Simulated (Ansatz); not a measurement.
**HfC+ (quartet): the correlation ladder, def2-QZVPP**

One table from this session's results is given with a row withheld; the runs are named, their logs left out.

The runs use Ansatz 0.2.0, Gaussian basis; def2-QZVPP, core rule «outside noble gas», up to 5 orbitals frozen.

The runs, in order: UHF; ROHF; CCSD(T) on UHF.

### The system

The geometry is a PBE0/def2-TZVP stationary point (not a proven minimum) of the parent state, kept for this charge and spin. No spin-orbit coupling is included. Elements past krypton take def2 core potentials.

2 atoms, charge 1, spin multiplicity 4.

Atoms are counted from 1 here; the program's logs count them from 0.

Bond lengths: Hf1–C2 1.779 Å.

Set-up of the first run:

Contents of in.yaml:

```yaml
crystal:
  periodic: [false, false, false]
  atoms:
    - {symbol: Hf, position_ang: [0.000000, 0.000000, 0.000000]}
    - {symbol: C, position_ang: [0.000000, 0.000000, 1.779000]}
basis:
  gaussian: {orbitals: "def2-QZVPP.json"}
total_charge: 1
magnetization: {spin_polarized: true, initial_magnetization: 3}
hamiltonian: {xc: hf}
output: {orbitals: {seedname: orbitals}}
```

Run with:

```
ansatz run in.yaml --threads 1 --pin off --events-out ev --progress --plain --max-ram 4096MiB --backend cpu
```

Steps of the session up to this table: UHF; ROHF; CCSD(T) on UHF.

One table of the session follows, with a row left open; its other results are not shown here.

| method | from UCCSD(T) (meV) |
| --- | --- |
| ROHF | +5542.5 |
| UHF | +5317.6 |
| UMP2 | +781.0 |
| UCCSD | ? |
| UCCSD(T) | 0 |

Q: Estimate the row for UCCSD from the others.

As computed: from UCCSD(T) (meV): +317.1. In the column «from UCCSD(T) (meV)» it lies between UCCSD(T) (0) and UMP2 (+781.0).
